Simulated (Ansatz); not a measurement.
# C3H11NSn: one molecule under many settings

Aim: run C3H11NSn under a spread of inputs, and see what each costs and gives.

Method: the settings change from run to run; program: Ansatz 0.2.0, Gaussian basis.

1 further run of the same task is left out (for a known fault of the program). Runs told in other sessions of the task aren't counted.

## Step 1: The geometry

The structure was relaxed beforehand with PBE0-D4 in a triple-zeta def2 set. Sn takes a core potential in def2 sets; no spin-orbit term is included.

SMILES `CC[N](C)[SnH3]`, 16 atoms, charge 0, spin multiplicity 1.

Atoms are counted from 1 here; the program's logs count them from 0.

Bond lengths: C1–C2 1.513 Å, C1–H6 1.092 Å, C1–H7 1.092 Å, C1–H8 1.095 Å, C2–N3 1.446 Å, C2–H9 1.106 Å, C2–H10 1.100 Å, N3–C4 1.445 Å, N3–Sn5 2.037 Å, C4–H11 1.098 Å, C4–H12 1.093 Å, C4–H13 1.104 Å, Sn5–H14 1.706 Å, Sn5–H15 1.704 Å, Sn5–H16 1.719 Å. Angles: C2–C1–H6 110.8°, C2–C1–H7 110.4°, C2–C1–H8 112.0°, H6–C1–H7 108.5°, H6–C1–H8 108.1°, H7–C1–H8 106.9°, C1–C2–N3 113.3°, C1–C2–H9 109.3°, C1–C2–H10 108.8°, N3–C2–H9 111.9°, N3–C2–H10 107.6°, H9–C2–H10 105.6°, C2–N3–C4 111.4°, C2–N3–Sn5 118.9°, C4–N3–Sn5 115.7°, N3–C4–H11 109.9°, N3–C4–H12 110.9°, N3–C4–H13 113.8° and more.

## Step 2: B3LYP/def2-TZVPP

in.yaml

```yaml
crystal:
  periodic: [false, false, false]
  atoms:
    - {symbol: C, position_ang: [-0.002480, 1.995748, -0.043252]}
    - {symbol: C, position_ang: [0.858614, 0.751894, -0.001536]}
    - {symbol: N, position_ang: [0.149461, -0.447744, -0.388799]}
    - {symbol: C, position_ang: [1.033575, -1.589913, -0.435653]}
    - {symbol: Sn, position_ang: [-1.698888, -0.794000, 0.394215]}
    - {symbol: H, position_ang: [-0.467849, 2.113395, -1.024432]}
    - {symbol: H, position_ang: [0.599544, 2.883120, 0.162545]}
    - {symbol: H, position_ang: [-0.797663, 1.969518, 0.709435]}
    - {symbol: H, position_ang: [1.314010, 0.656115, 1.002174]}
    - {symbol: H, position_ang: [1.700963, 0.880679, -0.697687]}
    - {symbol: H, position_ang: [1.833522, -1.412904, -1.167159]}
    - {symbol: H, position_ang: [0.495569, -2.486365, -0.753122]}
    - {symbol: H, position_ang: [1.523701, -1.813476, 0.528011]}
    - {symbol: H, position_ang: [-2.051070, -2.401324, -0.054746]}
    - {symbol: H, position_ang: [-2.812811, 0.299506, -0.290311]}
    - {symbol: H, position_ang: [-1.701300, -0.626847, 2.104617]}
basis:
  gaussian: {orbitals: def2-TZVPP}
hamiltonian: {xc: {name: B3LYP}}
output: {forces: true}
```

Started as:

```sh
ansatz run in.yaml --threads 4 --pin off --events-out ev --progress --plain --max-ram 11315MiB
```

The program printed, shortened:

```text
Functional definition: B3LYP
  name "B3LYP"
  cite "Stephens, Devlin, Chabalowski & Frisch, J. Phys. Chem. 98, 11623 (1994) doi:10.1021/j100096a001"
  cite "Becke, Phys. Rev. A 38, 3098 (1988) doi:10.1103/PhysRevA.38.3098"
  cite "Lee, Yang & Parr, Phys. Rev. B 37, 785 (1988) doi:10.1103/PhysRevB.37.785"
  cite "Vosko, Wilk & Nusair, Can. J. Phys. 58, 1200 (1980) doi:10.1139/p80-159"
[...]
1776 factors; their error is unknown
[...]
mean field -10615.24118365 eV, -390.1029182303 hartree, gradient 2.1e-5 eV, S^2 0.000000; 0 other end points of the search recorded, 0 dependent functions left out
[...]
reference -10615.24153443 eV, -390.1029311213 hartree; 29, 29 occupied and 299, 299 virtual orbitals, 1776 factors
Total energy: -10615.24153443 eV, -390.1029311213 hartree
Atom 0 at    -0.002480     1.995748    -0.043252 Å, force    -0.111458     0.256296     0.006609 eV/Å
Atom 1 at     0.858614     0.751894    -0.001536 Å, force     0.272535     0.112290     0.038210 eV/Å
Atom 2 at     0.149461    -0.447744    -0.388799 Å, force     0.026219    -0.000331    -0.109087 eV/Å
Atom 3 at     1.033575    -1.589913    -0.435653 Å, force     0.185440    -0.294479    -0.081619 eV/Å
Atom 4 at    -1.698888    -0.794000     0.394215 Å, force    -0.311298    -0.087216     0.091069 eV/Å
Atom 5 at    -0.467849     2.113395    -1.024432 Å, force     0.023654     0.017400     0.052032 eV/Å
Atom 6 at     0.599544     2.883120     0.162545 Å, force    -0.032080    -0.026773    -0.012791 eV/Å
Atom 7 at    -0.797663     1.969518     0.709435 Å, force     0.051655     0.026401    -0.053329 eV/Å
Atom 8 at     1.314010     0.656115     1.002174 Å, force    -0.006931     0.010543    -0.038408 eV/Å
Atom 9 at     1.700963     0.880679    -0.697687 Å, force    -0.030787     0.005518     0.047683 eV/Å
Atom 10 at     1.833522    -1.412904    -1.167159 Å, force    -0.024481    -0.026975     0.036384 eV/Å
Atom 11 at     0.495569    -2.486365    -0.753122 Å, force     0.051518     0.041266     0.018557 eV/Å
Atom 12 at     1.523701    -1.813476     0.528011 Å, force    -0.006567    -0.004897    -0.037939 eV/Å
Atom 13 at    -2.051070    -2.401324    -0.054746 Å, force    -0.024853    -0.057926    -0.013350 eV/Å
Atom 14 at    -2.812811     0.299506    -0.290311 Å, force    -0.051406     0.027336    -0.020434 eV/Å
Atom 15 at    -1.701300    -0.626847     2.104617 Å, force    -0.011161     0.001547     0.076411 eV/Å
Dipole moment:     0.052589     0.034688     0.056909 e Å
```

Wall time 7 s (4 threads of Arm Neoverse V2, shared host); peak memory 1.2 GiB.

Largest force 0.357 eV/Å, dipole 0.41 D.

## Step 3: RPA/def2-TZVPD

Set apart from the defaults: charge -1, multiplicity 2, restricted open-shell orbitals, high accuracy, the search for lower states set to full.

in.yaml: that of step 2 with these lines changed.

```diff
@@ -20,4 +20,8 @@
 basis:
-  gaussian: {orbitals: def2-TZVPP}
-hamiltonian: {xc: {name: B3LYP}}
-output: {forces: true}
+  gaussian: {orbitals: def2-TZVPD}
+total_charge: -1
+magnetization: {spin_polarized: false, initial_magnetization: 1}
+hamiltonian: {xc: {name: HF}}
+correlation: {method: rpa}
+accuracy: high
+scf: {lower_state_search: full}
```

Launched as before.

The program printed, shortened:

```text
Functional definition: HF
  name "HF"
  cite "Fock, Z. Phys. 61, 126 (1930) doi:10.1007/BF01340294"
  parent pbe
[...]
5362 factors; integrals over basis functions are off by at most 4.1e-9 eV
[...]
mean field -10551.97048920 eV, -387.7777630956 hartree, gradient 2.5e-8 eV, S^2 0.750000; 15 other end points of the search recorded, 0 dependent functions left out
[...]
8 core orbitals not correlated: weight in the atoms' cores, before any rotation towards them, 1.000 or more for the frozen orbitals, at most 0.000 for the correlated occupied ones
reference -10551.97048920 eV, -387.7777630956 hartree; 22, 21 occupied and 273, 274 virtual orbitals, 5362 factors
Total energy: -10586.24880163 eV, -389.0374678428 hartree
```

It took 2.5 min on 4 threads of Arm Neoverse V2, shared host; peak memory 4.5 GiB.

## Step 4: PBEsol/STO-3G

Set apart from the defaults: unrestricted orbitals, the search for lower states set to light.

in.yaml: that of step 3 with these lines changed.

```diff
@@ -20,8 +20,5 @@
 basis:
-  gaussian: {orbitals: def2-TZVPD}
-total_charge: -1
-magnetization: {spin_polarized: false, initial_magnetization: 1}
-hamiltonian: {xc: {name: HF}}
-correlation: {method: rpa}
-accuracy: high
-scf: {lower_state_search: full}
+  gaussian: {orbitals: STO-3G}
+magnetization: {spin_polarized: true, initial_magnetization: 0}
+hamiltonian: {xc: {name: PBEsol}}
+scf: {lower_state_search: light}
```

Same command.

The program printed:

```text
Functional definition: PBEsol
  name "PBEsol"
  cite "Perdew et al., Phys. Rev. Lett. 100, 136406 (2008) doi:10.1103/PhysRevLett.100.136406"
  cite "Perdew, Burke & Ernzerhof, Phys. Rev. Lett. 77, 3865 (1996) doi:10.1103/PhysRevLett.77.3865"
  parent pbesol
  exchange = pbesol_x
  correlation = pbesol_c
807 factors; integrals over basis functions are off by at most 3.4e-5 eV
mean field evaluation 1: about -166930.7715 eV, gradient 1.3e1 eV
mean field evaluation 2: about -166929.5831 eV, gradient 2.0e1 eV
mean field evaluation 4: about -166931.9949 eV, gradient 4.6e-1 eV
mean field evaluation 8: about -166931.7922 eV, gradient 3.8e-2 eV
mean field -166931.79218065 eV, -6134.6302122062 hartree, gradient 2.2e-5 eV, S^2 0.000000; 0 other end points of the search recorded, 0 dependent functions left out
reference -166931.79220851 eV, -6134.6302132300 hartree; 43, 43 occupied and 15, 15 virtual orbitals, 807 factors
Total energy: -166931.79220851 eV, -6134.6302132300 hartree
```

Wall time 1.1 s (4 threads of Arm Neoverse V2, shared host).

⟨S²⟩ 0.000.

## Step 5: B97M-V/def2-mTZVP

in.yaml: that of step 4 with these lines changed.

```diff
@@ -20,5 +20,4 @@
 basis:
-  gaussian: {orbitals: STO-3G}
-magnetization: {spin_polarized: true, initial_magnetization: 0}
-hamiltonian: {xc: {name: PBEsol}}
-scf: {lower_state_search: light}
+  gaussian: {orbitals: def2-mTZVP}
+hamiltonian: {xc: {name: B97M-V}}
+output: {forces: true}
```

The command is unchanged.

The program printed, shortened:

```text
Functional definition: B97M-V
  name "B97M-V"
  cite "Mardirossian & Head-Gordon, J. Chem. Phys. 142, 074111 (2015) doi:10.1063/1.4907719"
  cite "Becke, J. Chem. Phys. 107, 8554 (1997) doi:10.1063/1.475007"
  cite "Vydrov & Van Voorhis, J. Chem. Phys. 133, 244103 (2010) doi:10.1063/1.3521275"
  # Of w^i u^j: cxij and so on, Table III.
[...]
  gx(w, u) = cx00 + cx01*u + cx02*u^2 + (cx10 + cx11*u)*w
  gss(w, u) = css00 + css02*u^2 + css10*w + (css32*w^3 + css42*w^4)*u^2
  gos(w, u) = cos00 + cos01*u + cos03*u^3 + cos10*w + cos32*w^3*u^2
[...]
      + integral(e_c_pw_mod_opposite_spin*gos(b97_w_opposite, b97_u_opposite)) + vv10(b, c)
1551 factors; their error is unknown
[...]
mean field -10612.07135006 eV, -389.9864289943 hartree, gradient 2.1e-5 eV, S^2 0.000000; 0 other end points of the search recorded, 0 dependent functions left out
[...]
Atom 6 at     0.599544     2.883120     0.162545 Å, force    -0.096031    -0.106845    -0.027926 eV/Å
Atom 7 at    -0.797663     1.969518     0.709435 Å, force     0.078945     0.033677    -0.081804 eV/Å
Atom 8 at     1.314010     0.656115     1.002174 Å, force     0.010532     0.020122    -0.046654 eV/Å
Atom 9 at     1.700963     0.880679    -0.697687 Å, force    -0.055252     0.000910     0.082937 eV/Å
Atom 10 at     1.833522    -1.412904    -1.167159 Å, force    -0.070764    -0.046184     0.087758 eV/Å
Atom 11 at     0.495569    -2.486365    -0.753122 Å, force     0.087237     0.102791     0.038527 eV/Å
Atom 12 at     1.523701    -1.813476     0.528011 Å, force    -0.000750    -0.008884    -0.074167 eV/Å
Atom 13 at    -2.051070    -2.401324    -0.054746 Å, force    -0.049313    -0.215428    -0.064223 eV/Å
Atom 14 at    -2.812811     0.299506    -0.290311 Å, force    -0.158307     0.141017    -0.091292 eV/Å
Atom 15 at    -1.701300    -0.626847     2.104617 Å, force    -0.023655     0.021898     0.256523 eV/Å
Dipole moment:     0.052545     0.042501     0.050964 e Å
```

Wall time 8.5 s (4 threads of Arm Neoverse V2, shared host).

Largest force 0.271 eV/Å, dipole 0.41 D.

## Step 6: PBE-QIDH/def2-TZVPP

Set apart from the defaults: charge +1, multiplicity 2, density fitting with def2-universal-jkfit, high accuracy, the search for lower states set to full.

in.yaml: that of step 5 with these lines changed.

```diff
@@ -20,4 +20,7 @@
 basis:
-  gaussian: {orbitals: def2-mTZVP}
-hamiltonian: {xc: {name: B97M-V}}
-output: {forces: true}
+  gaussian: {orbitals: def2-TZVPP, fitting: {mean_field: def2-universal-jkfit}}
+total_charge: 1
+magnetization: {spin_polarized: true, initial_magnetization: 1}
+hamiltonian: {xc: {name: PBE-QIDH}}
+accuracy: high
+scf: {lower_state_search: full}
```

Launched as before.

The program printed, shortened:

```text
Functional definition: PBE-QIDH
  name "PBE-QIDH"
  cite "Brémond, Sancho-García, Pérez-Jiménez & Adamo, J. Chem. Phys. 141, 031101 (2014) doi:10.1063/1.4890314"
  cite "Perdew, Burke & Ernzerhof, Phys. Rev. Lett. 77, 3865 (1996) doi:10.1103/PhysRevLett.77.3865"
[...]
718 factors; integrals over basis functions are off by at most 1.1e0 eV
[...]
mean field -10582.84988100 eV, -388.9125598136 hartree, gradient 5.0e-8 eV, S^2 0.761077; 5 other end points of the search recorded, 0 dependent functions left out
8 core orbitals not correlated: weight in the atoms' cores, before any rotation towards them, 1.000 or more for the frozen orbitals, at most 0.000 for the correlated occupied ones
reference -10582.84988269 eV, -388.9125598754 hartree; 21, 20 occupied and 299, 300 virtual orbitals, 718 factors
second order -31.53588457 eV of doubles, -0.00000000 eV of singles
Total energy: -10593.36184421 eV, -389.2988673361 hartree
```

It took 48 s on 4 threads of Arm Neoverse V2, shared host; peak memory 1.2 GiB.

⟨S²⟩ 0.761.

## Step 7: BLYP/def2-mTZVP

in.yaml: that of step 6 with these lines changed.

```diff
@@ -20,7 +20,4 @@
 basis:
-  gaussian: {orbitals: def2-TZVPP, fitting: {mean_field: def2-universal-jkfit}}
-total_charge: 1
-magnetization: {spin_polarized: true, initial_magnetization: 1}
-hamiltonian: {xc: {name: PBE-QIDH}}
-accuracy: high
-scf: {lower_state_search: full}
+  gaussian: {orbitals: def2-mTZVP}
+hamiltonian: {xc: {name: BLYP}}
+output: {forces: true}
```

The command is unchanged.

The program printed, shortened:

```text
Functional definition: BLYP
  name "BLYP"
  cite "Becke, Phys. Rev. A 38, 3098 (1988) doi:10.1103/PhysRevA.38.3098"
  cite "Lee, Yang & Parr, Phys. Rev. B 37, 785 (1988) doi:10.1103/PhysRevB.37.785"
[...]
1551 factors; their error is unknown
[...]
mean field -10607.81263797 eV, -389.8299242119 hartree, gradient 3.0e-5 eV, S^2 0.000000; 0 other end points of the search recorded, 0 dependent functions left out
[...]
reference -10607.81310762 eV, -389.8299414711 hartree; 29, 29 occupied and 116, 116 virtual orbitals, 1551 factors
Total energy: -10607.81310762 eV, -389.8299414711 hartree
Atom 0 at    -0.002480     1.995748    -0.043252 Å, force    -0.110034     0.294878     0.005186 eV/Å
Atom 1 at     0.858614     0.751894    -0.001536 Å, force     0.307204     0.240427     0.082803 eV/Å
Atom 2 at     0.149461    -0.447744    -0.388799 Å, force     0.074209     0.056656    -0.503868 eV/Å
[...]
Atom 6 at     0.599544     2.883120     0.162545 Å, force     0.098098     0.189020     0.033040 eV/Å
Atom 7 at    -0.797663     1.969518     0.709435 Å, force    -0.120207     0.052851     0.112850 eV/Å
Atom 8 at     1.314010     0.656115     1.002174 Å, force     0.131151     0.005213     0.221086 eV/Å
Atom 9 at     1.700963     0.880679    -0.697687 Å, force     0.171413     0.047162    -0.106392 eV/Å
Atom 10 at     1.833522    -1.412904    -1.167159 Å, force     0.164365    -0.010995    -0.132093 eV/Å
Atom 11 at     0.495569    -2.486365    -0.753122 Å, force    -0.040354    -0.172172    -0.062035 eV/Å
Atom 12 at     1.523701    -1.813476     0.528011 Å, force     0.141329    -0.088586     0.193851 eV/Å
Atom 13 at    -2.051070    -2.401324    -0.054746 Å, force    -0.085889    -0.285970    -0.077547 eV/Å
Atom 14 at    -2.812811     0.299506    -0.290311 Å, force    -0.226380     0.177952    -0.115677 eV/Å
Atom 15 at    -1.701300    -0.626847     2.104617 Å, force    -0.039113     0.020354     0.350908 eV/Å
Dipole moment:     0.063168     0.035910     0.051127 e Å
```

Wall time 1.6 s (4 threads of Arm Neoverse V2, shared host).

Largest force 0.700 eV/Å, dipole 0.43 D.

## Step 8: wB97M-V/ANO-RCC-VTZP

Set apart from the defaults: charge +1, multiplicity 2, restricted open-shell orbitals.

in.yaml: that of step 7 with these lines changed.

```diff
@@ -20,4 +20,5 @@
 basis:
-  gaussian: {orbitals: def2-mTZVP}
-hamiltonian: {xc: {name: BLYP}}
-output: {forces: true}
+  gaussian: {orbitals: ANO-RCC-VTZP}
+total_charge: 1
+magnetization: {spin_polarized: false, initial_magnetization: 1}
+hamiltonian: {xc: {name: wB97M-V}}
```

The command is unchanged.

The program printed, shortened:

```text
Functional definition: wB97M-V
  name "wB97M-V"
  cite "Mardirossian & Head-Gordon, J. Chem. Phys. 144, 214110 (2016) doi:10.1063/1.4952647"
  cite "Becke, J. Chem. Phys. 107, 8554 (1997) doi:10.1063/1.475007"
  cite "Vydrov & Van Voorhis, J. Chem. Phys. 133, 244103 (2010) doi:10.1063/1.3521275"
  # Of w^i u^j: cxij and so on, Table III.
[...]
  gx(w, u) = 1 - cx + cx01*u + cx10*w
  gss(w, u) = css00 + css04*u^4 + css10*w + css20*w^2 + css43*w^4*u^3
  gos(w, u) = cos00 + cos10*w + (cos20 + cos21*u)*w^2 + (cos60 + cos61*u)*w^6
[...]
      + integral(e_c_pw_mod_opposite_spin*gos(b97_w_opposite, b97_u_opposite)) + vv10(b, c)
2263 factors; their error is unknown
599 factors; integrals over basis functions are off by at most 4.0e-6 eV
[...]
mean field -172832.18512605 eV, -6351.4656535198 hartree, gradient 8.1e-5 eV, S^2 0.750000; 2 other end points of the search recorded, 0 dependent functions left out
reference -172832.18522241 eV, -6351.4656570609 hartree; 43, 42 occupied and 299, 300 virtual orbitals, 2263 factors
Total energy: -172832.18522241 eV, -6351.4656570609 hartree
Relativity: scalar
```

Run time: 83 s. Hardware: 4 threads of Arm Neoverse V2, shared host; peak memory 2.8 GiB.

## Step 9: All runs side by side

```csv
level,charge,multiplicity,geometry,functions,energy (eV),time
B3LYP/def2-TZVPP,0,1,relaxed,328,-10615.242,7 s
RPA/def2-TZVPD,-1,2,relaxed,303,-10586.249,2.5 min
PBEsol/STO-3G,0,1,relaxed,58,-166931.792,1.1 s
B97M-V/def2-mTZVP,0,1,relaxed,145,-10612.071,8.5 s
PBE-QIDH/def2-TZVPP,1,2,relaxed,328,-10593.362,48 s
BLYP/def2-mTZVP,0,1,relaxed,145,-10607.813,1.6 s
wB97M-V/ANO-RCC-VTZP,1,2,relaxed,342,-172832.185,83 s
```

## Step 10: Summary of results

| quantity | value |
| --- | --- |
| runs | 7 |
| quickest | PBEsol/STO-3G, 1.1 s |
| slowest | RPA/def2-TZVPD, 2.5 min |
| spread of total energies, same state and geometry | 156324.0 eV |
| dipole, same state and geometry | 0.41 to 0.43 D |

RPA/def2-TZVPD took 135 times as long as PBEsol/STO-3G. The jobs differ in tasks and options as well as level. The totals spread over 156324 eV; they can't be compared across methods or bases. At the PBE0-D4/def2-TZVP geometry and in the same state, the sound runs without point charges leave forces up to 0.70 eV/Å (BLYP/def2-mTZVP). At that geometry and state the dipole changes by 5 % between the lowest and highest value.
